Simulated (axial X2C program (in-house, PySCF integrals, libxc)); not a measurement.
# Linear CoOH⁻ at several levels

Aim: the two bond lengths and stretching wavenumbers of linear CoOH⁻, with and without spin–orbit coupling, at PBE0, HF, TPSSh, MP2.

The runs use an in-house X2C program for linear molecules on PySCF integrals; all-electron X2C, two-component (2c) or spin-free, Co dyall-v3z, O dyall-av3z, H dyall-v3z.

All values are calculated.

2 further runs of the same task are left out: 1 that didn't finish, 1 set aside as unsound or not needed.

**1. The job**

Contents of task.json:

```json
{"zs": [27, 8, 1], "q": -1, "bas": ["dyall-v3z", "dyall-av3z", "dyall-v3z"], "r0": [1.74, 0.96], "symm": 0, "scan": ["PBE0", "HF", "TPSSh"], "levels": ["PBE0", "HF", "LDA"], "nst": 2}
```

Keys: zs atomic numbers; q charge; bas basis sets; r0 starting distance in Å; symm equal bonds; scan levels of the two-bond scan (MP2 follows by itself at each HF point); levels methods; nst determinants followed.

On the command line:

```
python solin.py task.json out
```

Masses Co 58.933, O 15.995, H 1.008 u.

**2. Scan at PBE0, 2c**

State: Ω = 9/2 (beyond evenly filled blocks: ω = 1/2, ω = 3/2, ω = 5/2). Energies above the lowest point, from the job's result record:

```tsv
r(Co–O) (Å)	r(O–H) (Å)	E (meV)
1.7774	0.9272	30.48
1.7774	0.9510	15.97
1.7774	0.9748	32.68
1.8230	0.9272	14.82
1.8230	0.9510	0.00
1.8230	0.9748	16.47
1.8230	0.9986	59.32
1.8686	0.9272	31.33
1.8686	0.9510	16.07
1.8686	0.9748	32.14
1.9142	0.9510	56.50
1.9142	0.9986	114.10
```

A quadratic surface with cubic terms in each bond gives the minimum at 1.821 and 0.950 Å, force constants 2.49, 8.91 and coupling -0.06 mdyn/Å.

**3. Scan at HF, 2c**

State: Ω = 9/2 (beyond evenly filled blocks: ω = 1/2, ω = 3/2, ω = 5/2). Energies above the lowest point, from the job's result record:

```tsv
r(Co–O) (Å)	r(O–H) (Å)	E (meV)
1.7774	0.9272	110.00
1.7774	0.9510	122.36
1.7774	0.9748	166.48
1.8230	0.9272	34.04
1.8230	0.9510	45.72
1.8230	0.9748	89.14
1.8230	0.9986	159.39
1.8686	0.9272	0.00
1.8686	0.9510	10.94
1.8686	0.9748	53.61
1.9142	0.9510	8.69
1.9142	0.9986	119.26
```

A quadratic surface with cubic terms in each bond gives the minimum at 1.894 and 0.932 Å, force constants 2.11, 10.1 and coupling -0.11 mdyn/Å.

**4. Scan at TPSSh, 2c**

State: Ω = 9/2 (beyond evenly filled blocks: ω = 1/2, ω = 3/2, ω = 5/2). Energies above the lowest point, from the job's result record:

```tsv
r(Co–O) (Å)	r(O–H) (Å)	E (meV)
1.7774	0.9272	29.59
1.7774	0.9510	7.38
1.7774	0.9748	15.89
1.8230	0.9272	22.30
1.8230	0.9510	0.00
1.8230	0.9748	8.52
1.8230	0.9986	42.95
1.8686	0.9272	46.06
1.8686	0.9510	23.50
1.8686	0.9748	31.82
1.9142	0.9510	70.37
1.9142	0.9986	112.37
```

A quadratic surface with cubic terms in each bond gives the minimum at 1.810 and 0.956 Å, force constants 2.55, 8.43 and coupling -0.03 mdyn/Å.

**5. The levels side by side**

| level | r(Co–O) (Å) | r(O–H) (Å) | lower stretch (cm⁻¹) | upper stretch (cm⁻¹) |
| --- | --- | --- | --- | --- |
| PBE0, 2c | 1.821 | 0.950 | 565.5 | 3997.3 |
| HF, 2c | 1.894 | 0.932 | 520.3 | 4254.1 |
| TPSSh, 2c | 1.810 | 0.956 | 571.8 | 3888.1 |
| MP2, 2c | 1.873 | 0.956 | 508.5 | 3927.3 |
| PBE0, spin-free | 1.821 | 0.950 | 565.6 | 3997.0 |
| HF, spin-free | 1.893 | 0.932 | 520.4 | 4254.1 |
| TPSSh, spin-free | 1.809 | 0.956 | 571.9 | 3887.7 |
| MP2, spin-free | 1.870 | 0.956 | 514.1 | 3940.7 |

Scans not shown above were run alike.

In words: Over the levels the Co–O bond spans 1.809 to 1.894 Å and the O–H bond 0.932 to 0.956 Å. At PBE0 spin–orbit coupling leaves both bonds unchanged to 0.001 Å. Each state is one determinant, the lowest of a limited PBE0 search; the stretches come from a fit to few points and are good to some per cent at best. MP2 freezes inner shells (threshold -2 hartree). For an anion the highest level of a functional can be positive, and the basis then holds the extra electron. The molecule was held linear; bending was not examined, so a bent shape may lie lower. Note: functional without a current term on a determinant with orbital currents, of the molecule or an atom. Note: several unpaired electrons, one determinant need not be a pure state.
